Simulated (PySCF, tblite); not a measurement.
# C₄H₆GeNSi radical: geometry, infrared bands and EPR parameters

Aim: predict the infrared bands and EPR parameters of C₄H₆GeNSi radical (`N#[C][GeH][C]#CC[SiH3]`).

Programs: tblite 0.8.0 and PySCF 2.14.0, with density-fitted response routines of our own. Each step states its level of theory. These are calculated values for one molecule in the gas phase, unless marked as measured. Atoms count from 0, in the outputs and in this text.

## (1) Starting geometry

13 atoms, charge 0, multiplicity 2; geometry from: force field or distance geometry start.

Bonds of the start (Å): N0–C1 1.18, C1–Ge2 1.88, Ge2–C3 1.91, C3–C4 1.21, C4–C5 1.48, C5–Si6 1.86, Ge2–H7 1.53, C5–H8 1.11, C5–H9 1.10, Si6–H10 1.47, Si6–H11 1.48, Si6–H12 1.48.

## (2) Optimising the geometry with GFN2-xTB

What the job is given:

```
{"job": {"kind": "relax", "xc": "GFN2-xTB", "basis": "xTB"}, "charge": 0, "multiplicity": 2}
N      4.249300     0.401300     1.929800
C      3.678700     0.621800     0.915400
Ge     2.791300     0.976600    -0.700200
C      1.073600     0.152400    -0.680900
C     -0.010300    -0.390600    -0.627100
C     -1.345600    -1.037400    -0.565900
Si    -2.561800     0.218600     0.069200
H      3.601400     0.562400    -1.926500
H     -1.285700    -1.960700     0.038800
H     -1.619600    -1.252100    -1.614300
H     -3.377000     0.652600    -1.076300
H     -1.774100     1.340900     0.616400
H     -3.424600    -0.285300     1.158700
```

Run with:

```
OMP_NUM_THREADS=1 python probes_run.py task.json out
```

The driver reads the jobs from task.json and runs them one after another.

What it wrote:

```text
step      E/eV     max force
  0    -490.34811    4.463
  1    -490.06653   13.198
  2    -490.57458    1.136
  3    -490.61172    1.014
  4    -490.67703    1.354
  5    -490.69942    0.642
  6    -490.71066    0.290
  7    -490.72032    0.520
  8    -490.73087    0.496
  9    -490.73892    0.325
 10    -490.74473    0.291
 11    -490.74901    0.277
 12    -490.75226    0.236
 13    -490.75486    0.152
 14    -490.75686    0.172
 15    -490.75840    0.154
 16    -490.75977    0.136
 17    -490.76090    0.104
 18    -490.76170    0.090
 19    -490.76227    0.075
 20    -490.76273    0.086
 21    -490.76315    0.068
 22    -490.76356    0.056
 23    -490.76393    0.057
 24    -490.76428    0.069
 25    -490.76468    0.074
 26    -490.76513    0.065
 27    -490.76564    0.069
 28    -490.76620    0.094
 29    -490.76674    0.075
 30    -490.76727    0.065
 31    -490.76790    0.071
 32    -490.76887    0.140
 33    -490.77044    0.208
 34    -490.77254    0.216
 35    -490.77462    0.147
 36    -490.77596    0.059
 37    -490.77660    0.068
 38    -490.77725    0.077
 39    -490.77811    0.097
 40    -490.77894    0.091
 41    -490.77956    0.052
 42    -490.78007    0.070
 43    -490.78056    0.108
 44    -490.78114    0.111
 45    -490.78185    0.142
 46    -490.78266    0.085
 47    -490.78352    0.101
 48    -490.78437    0.081
 49    -490.78503    0.074
 50    -490.78566    0.131
 51    -490.78628    0.077
 52    -490.78705    0.097
 53    -490.78754    0.084
 54    -490.78802    0.077
 55    -490.78874    0.089
 56    -490.78975    0.092
 57    -490.79065    0.068
 58    -490.79120    0.054
 59    -490.79152    0.043
 60    -490.79177    0.040
 61    -490.79206    0.056
 62    -490.79247    0.081
 63    -490.79299    0.102
 64    -490.79378    0.096
 65    -490.79483    0.132
 66    -490.79569    0.207
 67    -490.79629    0.129
 68    -490.79732    0.107
 69    -490.79857    0.094
 70    -490.80027    0.256
 71    -490.80172    0.202
 72    -490.80380    0.141
 73    -490.80492    0.100
 74    -490.80588    0.087
 75    -490.80651    0.139
 76    -490.80697    0.059
 77    -490.80749    0.063
 78    -490.80857    0.075
 79    -490.80962    0.073
 80    -490.81067    0.099
 81    -490.81145    0.095
 82    -490.81204    0.099
 83    -490.81231    0.050
 84    -490.81266    0.048
 85    -490.81302    0.080
 86    -490.81346    0.107
 87    -490.81394    0.114
 88    -490.81446    0.109
 89    -490.81489    0.053
 90    -490.81516    0.035
 91    -490.81526    0.061
 92    -490.81532    0.038
 93    -490.81543    0.030
 94    -490.81568    0.038
 95    -490.81589    0.039
 96    -490.81605    0.029
 97    -490.81613    0.023
 98    -490.81620    0.024
 99    -490.81631    0.023
100    -490.81648    0.030
101    -490.81665    0.036
102    -490.81676    0.035
103    -490.81682    0.018
104    -490.81686    0.016
105    -490.81694    0.022
106    -490.81701    0.049
107    -490.81711    0.034
108    -490.81728    0.035
109    -490.81746    0.034
110    -490.81771    0.044
111    -490.81797    0.039
112    -490.81815    0.039
113    -490.81826    0.036
114    -490.81835    0.029
115    -490.81845    0.023
116    -490.81855    0.026
117    -490.81867    0.036
118    -490.81879    0.027
119    -490.81888    0.058
120    -490.81893    0.016
121    -490.81896    0.009
```

Wall time 0.83 s (1 thread of Arm Neoverse V1, shared host).

Step by step: (not every step is listed) (the energy doesn't fall at every step)

```
step  energy from step 0 (eV)  largest force (eV/Å)
   0                   0.0000                4.4631
   1                   0.2816               13.1982
   2                  -0.2265                1.1364
   3                  -0.2636                1.0142
   4                  -0.3289                1.3537
   5                  -0.3513                0.6416
   6                  -0.3625                0.2903
   7                  -0.3722                0.5202
   8                  -0.3828                0.4959
  18                  -0.4136                0.0900
  28                  -0.4181                0.0940
  38                  -0.4291                0.0768
  48                  -0.4363                0.0815
  58                  -0.4431                0.0542
  68                  -0.4492                0.1071
  78                  -0.4605                0.0745
  88                  -0.4663                0.1088
  98                  -0.4681                0.0240
 108                  -0.4692                0.0349
 116                  -0.4704                0.0255
 117                  -0.4706                0.0357
 118                  -0.4707                0.0272
 119                  -0.4708                0.0576
 120                  -0.4708                0.0157
 121                  -0.4708                0.0086
```

Close pairs (by a distance rule), those that changed most:

```
   bond  before (Å)  after (Å)  change (Å)
 C1–Ge2       1.877      1.949      +0.072
 C5–Si6       1.860      1.922      +0.062
  C4–C5       1.485      1.433      -0.052
  N0–C1       1.185      1.146      -0.038
 Ge2–H7       1.527      1.562      +0.035
Si6–H11       1.476      1.461      -0.015
Si6–H12       1.478      1.464      -0.014
  C5–H8       1.105      1.092      -0.013
```

The final coordinates are the input of the step that follows.

## (3) Infrared spectrum with GFN2-xTB

What the job is given:

```
{"job": {"kind": "ir", "xc": "GFN2-xTB", "basis": "xTB"}, "charge": 0, "multiplicity": 2}
N      4.299598     0.296632     1.642279
C      3.712726     0.590734     0.702430
Ge     2.714460     1.184310    -0.863337
C      1.121276     0.154830    -0.683931
C      0.026401    -0.340813    -0.518316
C     -1.229862    -1.003536    -0.327194
Si    -2.628605     0.271352     0.009300
H      3.495958     0.449959    -1.998644
H     -1.153222    -1.685464     0.522366
H     -1.471271    -1.596358    -1.211880
H     -2.734291     1.168438    -1.141032
H     -2.298955     1.013846     1.224113
H     -3.858602    -0.503442     0.181127
```

What it wrote:

```text
mode    cm-1     km/mol
  1      17.0      1.55
  2      47.1      2.79
  3      65.3      1.12
  4     101.4      0.46
  5     155.9      6.32
  6     184.7      4.46
  7     226.8      4.98
  8     292.1      3.78
  9     329.9      8.82
 10     339.0      8.72
 11     406.6     10.88
 12     430.1     11.40
 13     499.2     25.43
 14     546.0     82.80
 15     562.5     73.09
 16     617.6    138.19
 17     706.1     39.70
 18     750.4      0.86
 19     776.3    280.36
 20     777.4    276.75
 21     780.3    374.33
 22    1078.2      4.43
 23    1093.2      6.49
 24    1171.7    173.39
 25    1421.4      5.96
 26    1584.7    556.89
 27    2221.0    472.38
 28    2270.0    290.41
 29    2281.9    277.30
 30    2292.4    242.75
 31    2298.7    197.20
 32    2955.0     21.61
 33    2965.8     28.78
```

It took 0.44 s on 1 thread of Arm Neoverse V1, shared host.

The strongest bands and the atoms that carry them (share of the mass-weighted mode):

```
cm⁻¹  km/mol                         atoms
 776   280.4            H11 46 %, H10 43 %
 777   276.8            H12 40 %, H11 28 %
 780   374.3  H10 40 %, H12 35 %, H11 11 %
1585   556.9                       H7 98 %
2221   472.4              C4 55 %, C3 43 %
2270   290.4                      H12 97 %
2282   277.3                      H10 97 %
2292   242.8                      H11 96 %
```

## (4) EPR parameters: B3LYP/def2-TZVP-core+pcH-1

Same as in step 3 but for these lines:

```diff
@@ -1,2 +1,2 @@
-{"job": {"kind": "ir", "xc": "GFN2-xTB", "basis": "xTB"}, "charge": 0, "multiplicity": 2}
+{"job": {"kind": "epr", "basis": "pcH-1"}, "charge": 0, "multiplicity": 2}
 N      4.299598     0.296632     1.642279
```

Level: UKS B3LYP, def2-TZVP-core on Ge, pcH-1 on C H N Si, non-relativistic, mean-field spin-orbit, GIAO.

What it wrote:

```text
UKS, coarse grid
  cycle   1  E = -2577.09961354  |g| = 1.39e+00
  cycle   2  E = -2576.65408703  |g| = 1.32e+00
  cycle   3  E = -2576.98414291  |g| = 7.75e-01
  cycle   4  E = -2577.21355089  |g| = 3.37e-01
  cycle   5  E = -2577.25453722  |g| = 7.26e-02
  cycle   6  E = -2577.25675668  |g| = 3.68e-02
  cycle   7  E = -2577.25738712  |g| = 1.20e-02
  cycle   8  E = -2577.25745526  |g| = 4.33e-03
  cycle   9  E = -2577.25747048  |g| = 1.50e-03
  cycle  10  E = -2577.25747254  |g| = 4.26e-04
UKS, final grid
  cycle   1  E = -2577.25749852  |g| = 4.92e-04
  cycle   2  E = -2577.25749816  |g| = 1.08e-03
  cycle   3  E = -2577.25749870  |g| = 1.90e-04
  cycle   4  E = -2577.25749872  |g| = 8.77e-05
  cycle   5  E = -2577.25749874  |g| = 5.76e-05
  cycle   6  E = -2577.25749874  |g| = 3.09e-05
  cycle   7  E = -2577.25749874  |g| = 2.48e-05
E = -2577.25749874 Eh   <S^2> = 0.7545 (exact 0.7500)
g shifts (ppm)      1          2          3
  rmc          -170       -170       -170
  gc             -8         26          5
  oz_so        -405       2227      11397
  total        -583       2084      11232
hyperfine (MHz)  atom isotope    a_iso     a_fc   dipolar eigenvalues
    0   14N       1.37       1.49     -3.50     -3.37      6.86
    1   13C      42.85      42.76     -6.47     -2.65      9.12
    2  73Ge    -321.55    -324.44    -53.89     26.04     27.85
    3   13C      27.07      26.74     -8.64     -5.32     13.96
    4   13C      12.98      13.25    -13.18    -12.96     26.14
    5   13C      -4.65      -4.62     -1.47     -0.64      2.11
    6  29Si     -19.15     -19.17     -4.57      2.21      2.36
    7    1H     191.33     191.28     -4.53     -0.80      5.33
    8    1H      11.08      11.09     -1.34     -0.92      2.25
    9    1H       6.85       6.86     -1.22     -0.96      2.18
   10    1H      -0.46      -0.46     -0.87     -0.30      1.17
   11    1H      -0.47      -0.47     -0.85     -0.30      1.16
   12    1H       6.17       6.16     -0.59     -0.31      0.89
```

Wall time 3.2 min (1 thread of Arm Neoverse V1, shared host); peak memory 1.4 GiB.

Principal g values 2.00174, 2.00440, 2.01355; g(iso) = 2.00656, against 2.00232 for a free electron.

Hyperfine couplings; where a row names several nuclei, a(iso) is their mean (it holds for fast rotation or exchange) and the dipolar term the largest among them:

```
       nuclei  isotope  a(iso) (MHz)  a(iso) (G, at g = 2.0023)  largest dipolar term (MHz)
          Ge2     73Ge        -321.5                     -114.7                       -53.9
           H7       1H         191.3                       68.3                         5.3
           C1      13C          42.8                       15.3                         9.1
           C3      13C          27.1                        9.7                        14.0
          Si6     29Si         -19.1                       -6.8                        -4.6
           C4      13C          13.0                        4.6                        26.1
       H8, H9       1H           9.0                        3.2                         2.3
           C5      13C          -4.7                       -1.7                         2.1
H10, H11, H12       1H           1.7                        0.6                         1.2
           N0      14N           1.4                        0.5                         6.9
```

Mulliken spin populations:

N0 0.07; C1 0.00; Ge2 0.68; C3 -0.02; C4 0.16; C5 0.00; Si6 0.01; H7 0.10; H8 0.00; H9 0.00; H10 0.00; H11 0.00; H12 0.00

In first order the couplings over 0.8 MHz of 1H, 14N give 72 distinct lines over 77.5 G, if the averaged nuclei exchange fast.

The fields below are evaluated on a grid from the run's orbitals.

ELF in a plane through or near 6 of the atoms.

Ten even steps from '0' (0.00) to '9' (1.00):
```
0000000000000000000000000000
0000000000000000000000000000
0001342000000000000000000000
0016887310000000000000000000
0038987420000000012000000000
0038816640000000013111210000
0026758750002100023238971000
0014674560034420132289995000
0003564861467763571199998000
0001368733758647692199997000
0000023215844317686269994000
0000013315825865354124530000
0000299972577761000000000000
0000799991145430000000000000
0000799991012210000000000000
0000399990000000000000000000
0000048850000000000000000000
0000000000000000000000000000
0000000000000000000000000000
0000000000000000000000000000
```
The map spans 13.8 Å across and 8.9 Å up, centred on the molecule. Atoms in the plane (x, y in Å): N0 (-4.3, 1.8), C1 (-3.8, 0.9), C3 (-1.1, -0.5), C4 (0.0, -0.3), H7 (-3.5, -1.8), H12 (3.9, 0.4).

log10 of the density (e/Å³) in the same plane.

Ten even steps from ' ' (-4.0) to '@' (1.5):
```
                                                        
      ..::::::..                                        
    ..----==----::                ......                
  ..--==++**++==--::..        ..::::::::::....          
  ::--++**##**++==--..........::::--------::::..        
  ::==**##%%##**++--::::::::::----========----::..      
  ::==++##%%%%**++==------------==++++++++====--::..    
  ::--++**##@@##**==============++++++++****++==--..    
  ..--==++**####**++++********************##**==--..    
  ..::--==************########****##******##**==--..    
    ..--==++++******##@@%%%%%%##**********++++==::..    
    ..::--==++******##########******++++++====--::      
    ..::--++******++++******++++========----::::..      
      ::--++**##**++==++++======--------::::....        
      ::--==++**++==----==------::::::::....            
      ..::========--::::::::::..........                
      ....::------::::......                            
          ....::....                                    
                                                        
                                                        
```
The map spans 13.8 Å across and 8.9 Å up, centred on the molecule. Atoms in the plane (x, y in Å): N0 (-4.3, 1.8), C1 (-3.8, 0.9), C3 (-1.1, -0.5), C4 (0.0, -0.3), H7 (-3.5, -1.8), H12 (3.9, 0.4).

On the surface of density 0.002 e/bohr³ the electrostatic potential runs, from the 1st to the 99th percentile, from -1.88 V near N0 to 1.47 V near H12.

The spin density lies nearest to Ge2 57 %; C4 12 %; H7 11 %.

## (5) Outcome

| quantity | value |
| --- | --- |
| strongest single infrared mode (GFN2-xTB) | 1585 cm⁻¹, 557 km/mol |
| zero-point energy (GFN2-xTB) | 46.1 kcal/mol |
| g(iso) (B3LYP) | 2.00656 |
| ⟨S²⟩ | 0.754 (exact 0.75) |
| largest a(iso) (averaged by class) | 73Ge on Ge2, -321.5 MHz |
| surface potential, 1st and 99th percentile | -1.88 V and 1.47 V |

What this shows: Relaxing lowered the energy by 0.471 eV in 121 steps; the close pair that moved most is C1–Ge2, from 1.877 to 1.949 Å. All 33 modes are real, so the xTB geometry is a minimum. The strongest single mode, at 1585 cm⁻¹, moves mainly H7. GFN2-xTB is a fitted tight-binding method: band positions and strengths are rough. Its intensities can rank the bands wrongly. Most of the unpaired spin sits on Ge2 (0.68 e). The isotropic g lies 4.2 ppt above the free-electron value. The hyperfine terms hold no scalar relativity, which the heavier nuclei need.
